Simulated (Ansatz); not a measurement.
Runs of Ansatz 0.2.0 on Tl3S. The structure is tetragonal, space group I4/mmm (No. 139). Conventional cell: a = 4.702 Å, b = 4.702 Å, c = 10.286 Å, α = 90.00°, β = 90.00°, γ = 90.00°. Around Tl (site symmetry 4/mmm) lie 4 S at 3.32 Å and 8 Tl at 3.48 Å. Tl (site symmetry -4m2) is surrounded by 8 Tl at 3.32 to 3.48 Å and 4 S at 3.48 Å. S (site symmetry 4/mmm) is surrounded by 12 Tl at 3.32 to 3.48 Å. The cell comes from a database or a generator and needn't be the stable form of this composition.

| level | gap on the mesh (eV) | pressure (GPa) | relaxed volume (Å³/atom) |
| --- | --- | --- | --- |
| PBE | none | 0.0 | 28.48 |
| PBE+D4 | none | 0.0 | 26.96 |
| PBE+D3(BJ) | none | 0.0 | (a) |
| PBE+D3(BJ)-ATM | none | 0.0 | 27.11 |

Alike in all rows: task relaxation of cell and atoms; potentials or basis Ansatz PAW; no spin polarisation; cell relaxed; k mesh 8 × 8 × 8; cutoff (eV) 420; smearing fermi-dirac 0.05 eV.

Question: Estimate the missing entries.

Answer: (a) 26.95.

Caveats: the plane-wave basis is chosen anew once the cell has moved, so the energies of steps on either side of that aren't comparable; pairwise dispersion overbinds metals, which lowers pressure and volume (some runs).

A k mesh can miss the band edges, and the runs leave out spin-orbit coupling on Tl.

A gap of «none» marks a metal or a gap under the smearing width.
